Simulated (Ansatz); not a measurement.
**RbGe2Sb3: a trial structure relaxed**

Aim: relax RbGe2Sb3 from this start, MAX phase (312) type (P6_3/mmc, No. 194), and see where it ends.

Method: DFT PBE, scalar-relativistic, plane waves, PAW, in Ansatz 0.2.0.

## Step 1: The structure to begin with

The structure is hexagonal, space group P6_3/mmc (No. 194). The conventional cell has a = 3.981 Å, b = 3.981 Å, c = 22.953 Å, α = 90.00°, β = 90.00°, γ = 120.00°. Around Rb (site symmetry -6m2) lie 6 Sb at 3.50 Å and 6 Rb at 3.98 Å. Ge (site symmetry 3m) has 6 Sb at 2.72 to 2.83 Å as nearest neighbours. Sb (site symmetry -3m) is surrounded by 6 Ge at 2.83 Å. Around Sb (site symmetry 3m) lie 3 Ge at 2.72 Å.

Structure file:

```
CELL_PARAMETERS angstrom
3.98106 0.00000 0.00000
-1.99053 3.44770 0.00000
0.00000 0.00000 22.95268
ATOMIC_POSITIONS crystal
Rb 0.00000 0.00000 0.25000
Rb 0.00000 0.00000 0.75000
Ge 0.33333 0.66667 0.92800
Ge 0.66667 0.33333 0.42800
Ge 0.66667 0.33333 0.07200
Ge 0.33333 0.66667 0.57200
Sb 0.00000 0.00000 0.50000
Sb 0.00000 0.00000 0.00000
Sb 0.33333 0.66667 0.36500
Sb 0.66667 0.33333 0.86500
Sb 0.66667 0.33333 0.63500
Sb 0.33333 0.66667 0.13500
```

(A quick probe on a coarse mesh, which set the mesh and smearing, is not shown.)

## Step 3: A loose first relaxation

input.yaml reads:

```yaml
crystal:
  lattice:
    - [3.9810576406, 0.0, 0.0]
    - [-1.9905288203, 3.4476970507, 0.0]
    - [0.0, 0.0, 22.9526776022]
  atoms:
    - { symbol: Rb, position: [0.0, 0.0, 0.25] }
    - { symbol: Rb, position: [0.0, 0.0, 0.75] }
    - { symbol: Ge, position: [0.3333333333, 0.6666666667, 0.928] }
    - { symbol: Ge, position: [0.6666666667, 0.3333333333, 0.428] }
    - { symbol: Ge, position: [0.6666666667, 0.3333333333, 0.072] }
    - { symbol: Ge, position: [0.3333333333, 0.6666666667, 0.572] }
    - { symbol: Sb, position: [0.0, 0.0, 0.5] }
    - { symbol: Sb, position: [0.0, 0.0, 0.0] }
    - { symbol: Sb, position: [0.3333333333, 0.6666666667, 0.365] }
    - { symbol: Sb, position: [0.6666666667, 0.3333333333, 0.865] }
    - { symbol: Sb, position: [0.6666666667, 0.3333333333, 0.635] }
    - { symbol: Sb, position: [0.3333333333, 0.6666666667, 0.135] }
basis:
  ecutwfc: 420
kpoints:
  mp_grid: { grid: [6, 6, 1] }
hamiltonian:
  xc: pbe
scf:
  occupations: { method: gaussian, width: 0.1 }
  lower_state_search: "off"
output:
  forces: true
  stress: true
  eigenvalues: true
relax:
  adjacent_minimum: "off"
  f_tol: 0.04
  max_steps: 70
  cell: { stress_tol: 0.4 }
```

Started as:

```sh
> ansatz run input.yaml --threads 1 --pin off --max-ram 2560MiB --backend cpu --events-out ev --progress --plain --runs-dir out
```

Further runs follow: relaxing cell and atoms.

What does the calculation give?

**Answer**, as computed:

Formation energies count from the elements, computed with the same settings in runs not shown here.

```
                          quantity                                                                        value
                              cell  a = 4.068 Å, b = 4.068 Å, c = 25.261 Å, α = 90.00°, β = 90.00°, γ = 120.00°
                       space group                                                           P6_3/mmc (No. 194)
                            volume                                                                30.17 Å³/atom
                   gap on the mesh                                                                 none (metal)
formation energy from the elements                                                               +0.054 eV/atom
```

In words: The space group stayed P6_3/mmc, and from the first guess the volume went from 26.25 to 30.17 Å³/atom. The formation energy of +0.05 eV/atom is positive, so the elements lie lower than this structure; another structure of the compound can lie lower. The runs treat Sb without spin-orbit coupling.
